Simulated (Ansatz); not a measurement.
# CH₅ClGaNS: basis-set convergence

One table from this session's results is given with a row withheld; the runs are named, their logs left out.

Program: Ansatz 0.2.0, Gaussian basis. Level of theory: one geometry, several basis sets. These are calculated values, not measurements.

The runs, in order: PBE0-D4/def2-SVP; ωB97M-V/def2-SVP; PBE0-D4/def2-QZVPP; ωB97M-V/def2-QZVPP; the functionals' def2-TZVPP values are taken from earlier runs.

### The relaxed structure

All runs share one geometry, relaxed beforehand with PBE0-D4 in a triple-zeta def2 set.

SMILES `C[NH][Ga]([SH])[Cl]`, 10 atoms, charge 0, spin multiplicity 1.

Atoms are counted from 1 here; the program's logs count them from 0.

Bond lengths: C1–N2 1.443 Å, C1–H6 1.093 Å, C1–H7 1.096 Å, C1–H8 1.096 Å, N2–Ga3 1.801 Å, N2–H9 1.007 Å, Ga3–S4 2.187 Å, Ga3–Cl5 2.138 Å, S4–H10 1.344 Å. Angles: N2–C1–H6 110.3°, N2–C1–H7 112.2°, N2–C1–H8 112.2°, H6–C1–H7 106.9°, H6–C1–H8 106.9°, H7–C1–H8 108.0°, C1–N2–Ga3 128.4°, C1–N2–H9 114.3°, Ga3–N2–H9 117.4°, N2–Ga3–S4 125.6°, N2–Ga3–Cl5 116.8°, S4–Ga3–Cl5 117.6°, Ga3–S4–H10 93.5°.

Coordinates:

```xyz
10
CH5ClGaNS
C    -0.83029    0.08693    1.17792
N    -0.34661    0.78138    0.00953
Ga    0.77987    0.18088   -1.26092
S     1.69432   -1.80525   -1.31611
Cl    1.25490    1.53526   -2.84579
H    -0.41852   -0.92437    1.21497
H    -0.53599    0.58584    2.10851
H    -1.92181   -0.01297    1.17786
H    -0.69401    1.72200   -0.08672
H     1.10134   -2.20080   -0.17634
```

Set-up of the first run:

File in.yaml:

```yaml
crystal:
  periodic: [false, false, false]
  atoms:
    - {symbol: C, position_ang: [-0.830293, 0.086927, 1.177924]}
    - {symbol: N, position_ang: [-0.346610, 0.781385, 0.009533]}
    - {symbol: Ga, position_ang: [0.779871, 0.180881, -1.260922]}
    - {symbol: S, position_ang: [1.694320, -1.805247, -1.316112]}
    - {symbol: Cl, position_ang: [1.254905, 1.535255, -2.845795]}
    - {symbol: H, position_ang: [-0.418523, -0.924372, 1.214966]}
    - {symbol: H, position_ang: [-0.535992, 0.585840, 2.108505]}
    - {symbol: H, position_ang: [-1.921810, -0.012969, 1.177860]}
    - {symbol: H, position_ang: [-0.694006, 1.722000, -0.086717]}
    - {symbol: H, position_ang: [1.101339, -2.200799, -0.176341]}
basis:
  gaussian: {orbitals: def2-SVP}
hamiltonian: {xc: pbe0, dispersion: d4}
output: {orbitals: {seedname: orbitals}}
```

The run is started by

```console
$ ansatz run in.yaml --threads 4 --pin off --events-out ev --progress --plain --max-ram 10444MiB
```

Among the steps run: PBE0-D4 in def2-SVP; ωB97M-V in def2-SVP; PBE0-D4 in def2-QZVPP; ωB97M-V in def2-QZVPP.

One of the session's tables, all rows but one given; the rest of the session is left out.

```
functional       basis  HOMO (eV)
   PBE0-D4    def2-SVP      -6.95
   PBE0-D4  def2-TZVPP      -7.09
   PBE0-D4  def2-QZVPP          ?
   ωB97M-V    def2-SVP      -9.21
   ωB97M-V  def2-TZVPP      -9.38
   ωB97M-V  def2-QZVPP      -9.42
```

Estimate the missing values for PBE0-D4, def2-QZVPP.

**Answer.** HOMO (eV): -7.12. In the column «HOMO (eV)» it lies between ωB97M-V, def2-SVP (-9.21) and PBE0-D4, def2-TZVPP (-7.09).
